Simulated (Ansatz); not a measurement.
# C₂H₆BN: basis-set convergence

Aim: see how fast density functionals converge with the basis set for C₂H₆BN.

Program: Ansatz 0.2.0, Gaussian basis. Level of theory: one geometry, several basis sets. These are calculated values, not measurements.

Levels to be run: PBE0-D4/def2-SVP; ωB97M-V/def2-SVP; PBE0-D4/def2-QZVPP; ωB97M-V/def2-QZVPP; the functionals' def2-TZVPP values are taken from earlier runs.

## 1. The relaxed structure

The geometry comes from an earlier relaxation with PBE0-D4 in a triple-zeta def2 set; it is a stationary point, not always the lowest conformer.

SMILES `[BH3-]C#[N+]C`, 10 atoms, charge 0, spin multiplicity 1.

Atoms are counted from 1 here; the program's logs count them from 0.

Bond lengths: B1–C2 1.535 Å, B1–H5 1.213 Å, B1–H6 1.213 Å, B1–H7 1.213 Å, C2–N3 1.155 Å, N3–C4 1.407 Å, C4–H8 1.091 Å, C4–H9 1.091 Å, C4–H10 1.091 Å. Angles: C2–B1–H5 106.1°, C2–B1–H6 106.1°, C2–B1–H7 106.1°, H5–B1–H6 112.6°, H5–B1–H7 112.6°, H6–B1–H7 112.6°, B1–C2–N3 180.0°, C2–N3–C4 179.9°, N3–C4–H8 109.7°, N3–C4–H9 109.7°, N3–C4–H10 109.7°, H8–C4–H9 109.3°, H8–C4–H10 109.3°, H9–C4–H10 109.3°.

## 2. PBE0-D4 in def2-SVP

in.yaml

```yaml
crystal:
  periodic: [false, false, false]
  atoms:
    - {symbol: B, position_ang: [-1.081478, 1.189964, -1.304463]}
    - {symbol: C, position_ang: [-0.280516, 0.306960, -0.338235]}
    - {symbol: N, position_ang: [0.322557, -0.357222, 0.389788]}
    - {symbol: C, position_ang: [1.058326, -1.164428, 1.276473]}
    - {symbol: H, position_ang: [-1.429555, 0.465658, -2.212542]}
    - {symbol: H, position_ang: [-2.018125, 1.621822, -0.666757]}
    - {symbol: H, position_ang: [-0.322846, 2.063115, -1.668613]}
    - {symbol: H, position_ang: [1.140271, -2.174319, 0.872292]}
    - {symbol: H, position_ang: [2.057760, -0.747950, 1.409308]}
    - {symbol: H, position_ang: [0.553606, -1.203609, 2.242750]}
basis:
  gaussian: {orbitals: def2-SVP}
hamiltonian: {xc: pbe0, dispersion: d4}
output: {orbitals: {seedname: orbitals}}
```

Started as:

```
$ ansatz run in.yaml --threads 4 --pin off --events-out ev --progress --plain --max-ram 10444MiB
```

The program printed:

```text
Functional definition: PBE0
  name "PBE0"
  cite "Adamo & Barone, J. Chem. Phys. 110, 6158 (1999) doi:10.1063/1.478522"
  cite "Perdew, Burke & Ernzerhof, Phys. Rev. Lett. 77, 3865 (1996) doi:10.1103/PhysRevLett.77.3865"
  parent pbe
  parameter a = 0.25
  parameter kappa = 0.804
  parameter beta = 0.06672455060314922
  exchange = (1 - a)*pbe_x(kappa = kappa, mu = beta*pi^2/3) + a*exact_x
  correlation = pbe_c(beta = beta)
990 factors; their error is unknown
mean field evaluation 1: about -4324.7494 eV, gradient 3.5e1 eV
mean field evaluation 2: about -4326.3641 eV, gradient 2.6e1 eV
mean field evaluation 4: about -4328.3556 eV, gradient 1.9e0 eV
mean field evaluation 8: about -4328.3617 eV, gradient 9.6e-3 eV
mean field evaluation 16: about -4328.3626 eV, gradient 2.2e-5 eV
mean field -4328.36264771 eV, -159.0643934337 hartree, gradient 2.2e-5 eV, S^2 0.000000; 0 other end points of the search recorded, 0 dependent functions left out
reference -4328.36267651 eV, -159.0643944921 hartree; 15, 15 occupied and 71, 71 virtual orbitals, 990 factors
Total energy: -4328.47527479 eV, -159.0685324025 hartree
```

Run time: 0.6 s. Hardware: 4 threads of Arm Neoverse V1, shared host; peak memory 0.41 GiB.

## 3. ωB97M-V in def2-SVP

Changes to in.yaml since step 2:

```diff
@@ -15,3 +15,3 @@
   gaussian: {orbitals: def2-SVP}
-hamiltonian: {xc: pbe0, dispersion: d4}
+hamiltonian: {xc: {name: wB97M-V}}
 output: {orbitals: {seedname: orbitals}}
```

Launched as before.

The program printed, cut to the lines that bear on the results:

```text
Functional definition: wB97M-V
  name "wB97M-V"
  cite "Mardirossian & Head-Gordon, J. Chem. Phys. 144, 214110 (2016) doi:10.1063/1.4952647"
  cite "Becke, J. Chem. Phys. 107, 8554 (1997) doi:10.1063/1.475007"
  cite "Vydrov & Van Voorhis, J. Chem. Phys. 133, 244103 (2010) doi:10.1063/1.3521275"
  # Of w^i u^j: cxij and so on, Table III.
[...]
  gx(w, u) = 1 - cx + cx01*u + cx10*w
  gss(w, u) = css00 + css04*u^4 + css10*w + css20*w^2 + css43*w^4*u^3
  gos(w, u) = cos00 + cos10*w + (cos20 + cos21*u)*w^2 + (cos60 + cos61*u)*w^6
[...]
      + integral(e_c_pw_mod_opposite_spin*gos(b97_w_opposite, b97_u_opposite)) + vv10(b, c)
990 factors; their error is unknown
254 factors; integrals over basis functions are off by at most 1.1e-5 eV
[...]
mean field -4331.31412519 eV, -159.1728582305 hartree, gradient 3.4e-5 eV, S^2 0.000000; 0 other end points of the search recorded, 0 dependent functions left out
reference -4331.31416832 eV, -159.1728598157 hartree; 15, 15 occupied and 71, 71 virtual orbitals, 990 factors
Total energy: -4331.31416832 eV, -159.1728598157 hartree
```

Run time: 2.2 s. Hardware: 4 threads of Arm Neoverse V1, shared host; peak memory 0.41 GiB.

## 4. PBE0-D4 in def2-QZVPP

Changes to in.yaml since step 3:

```diff
@@ -14,4 +14,4 @@
 basis:
-  gaussian: {orbitals: def2-SVP}
-hamiltonian: {xc: {name: wB97M-V}}
+  gaussian: {orbitals: "def2-QZVPP.json"}
+hamiltonian: {xc: pbe0, dispersion: d4}
 output: {orbitals: {seedname: orbitals}}
```

The command is unchanged.

The program printed:

```text
Functional definition: PBE0
  name "PBE0"
  cite "Adamo & Barone, J. Chem. Phys. 110, 6158 (1999) doi:10.1063/1.478522"
  cite "Perdew, Burke & Ernzerhof, Phys. Rev. Lett. 77, 3865 (1996) doi:10.1103/PhysRevLett.77.3865"
  parent pbe
  parameter a = 0.25
  parameter kappa = 0.804
  parameter beta = 0.06672455060314922
  exchange = (1 - a)*pbe_x(kappa = kappa, mu = beta*pi^2/3) + a*exact_x
  correlation = pbe_c(beta = beta)
1094 factors; their error is unknown
mean field evaluation 1: about -4327.7175 eV, gradient 4.8e1 eV
mean field evaluation 2: about -4329.4314 eV, gradient 4.0e1 eV
mean field evaluation 4: about -4333.3683 eV, gradient 3.6e0 eV
mean field evaluation 8: about -4333.3929 eV, gradient 2.5e-2 eV
mean field evaluation 16: about -4333.3941 eV, gradient 3.2e-5 eV
mean field -4333.39409015 eV, -159.2492955330 hartree, gradient 3.2e-5 eV, S^2 0.000000; 0 other end points of the search recorded, 0 dependent functions left out
reference -4333.39413487 eV, -159.2492971764 hartree; 15, 15 occupied and 393, 393 virtual orbitals, 1094 factors
Total energy: -4333.50673315 eV, -159.2534350868 hartree
```

Wall time 3.5 s (4 threads of Arm Neoverse V1, shared host); peak memory 0.91 GiB.

## 5. ωB97M-V in def2-QZVPP

Changes to in.yaml since step 4:

```diff
@@ -15,3 +15,3 @@
   gaussian: {orbitals: "def2-QZVPP.json"}
-hamiltonian: {xc: pbe0, dispersion: d4}
+hamiltonian: {xc: {name: wB97M-V}}
 output: {orbitals: {seedname: orbitals}}
```

Same command.

The program printed, cut to the lines that bear on the results:

```text
Functional definition: wB97M-V
  name "wB97M-V"
  cite "Mardirossian & Head-Gordon, J. Chem. Phys. 144, 214110 (2016) doi:10.1063/1.4952647"
  cite "Becke, J. Chem. Phys. 107, 8554 (1997) doi:10.1063/1.475007"
  cite "Vydrov & Van Voorhis, J. Chem. Phys. 133, 244103 (2010) doi:10.1063/1.3521275"
  # Of w^i u^j: cxij and so on, Table III.
[...]
  gx(w, u) = 1 - cx + cx01*u + cx10*w
  gss(w, u) = css00 + css04*u^4 + css10*w + css20*w^2 + css43*w^4*u^3
  gos(w, u) = cos00 + cos10*w + (cos20 + cos21*u)*w^2 + (cos60 + cos61*u)*w^6
[...]
      + integral(e_c_pw_mod_opposite_spin*gos(b97_w_opposite, b97_u_opposite)) + vv10(b, c)
1094 factors; their error is unknown
334 factors; integrals over basis functions are off by at most 9.0e-6 eV
[...]
mean field -4336.62386177 eV, -159.3679874509 hartree, gradient 1.6e-5 eV, S^2 0.000000; 0 other end points of the search recorded, 0 dependent functions left out
reference -4336.62393046 eV, -159.3679899752 hartree; 15, 15 occupied and 393, 393 virtual orbitals, 1094 factors
Total energy: -4336.62393046 eV, -159.3679899752 hartree
```

It took 9.5 s on 4 threads of Arm Neoverse V1, shared host; peak memory 1.1 GiB.

## 6. Density functionals: the series

The def2-TZVPP values come from earlier runs at the same geometry.

```
functional       basis  functions  energy (eV)  from the largest (eV)  HOMO (eV)  LUMO (eV)
   PBE0-D4    def2-SVP         86   -4328.4753                  5.031      -8.00       0.01
   PBE0-D4  def2-TZVPP        208   -4333.2610                  0.246      -8.10      -0.09
   PBE0-D4  def2-QZVPP        408   -4333.5067                  0.000      -8.11      -0.13
   ωB97M-V    def2-SVP         86   -4331.3142                  5.310     -10.17       2.18
   ωB97M-V  def2-TZVPP        208   -4336.3954                  0.229     -10.33       1.72
   ωB97M-V  def2-QZVPP        408   -4336.6239                  0.000     -10.33       1.08
```

## 7. Outcome

| quantity | value |
| --- | --- |
| PBE0-D4: double and triple zeta above quadruple | 5.03, 0.25 eV |
| ωB97M-V: double and triple zeta above quadruple | 5.31, 0.23 eV |

What this shows: PBE0-D4 gains 4.79 eV from double to triple zeta, then 0.25 eV more. Total energies overstate the basis error of differences, where much of it tends to cancel. The LUMO of ωB97M-V is positive and keeps falling with the basis (2.18 to 1.08 eV): an unbound level that the basis holds in place.

For PBE0-D4 the largest set took about 6 times as long as the smallest (3.5 s against 0.6 s).
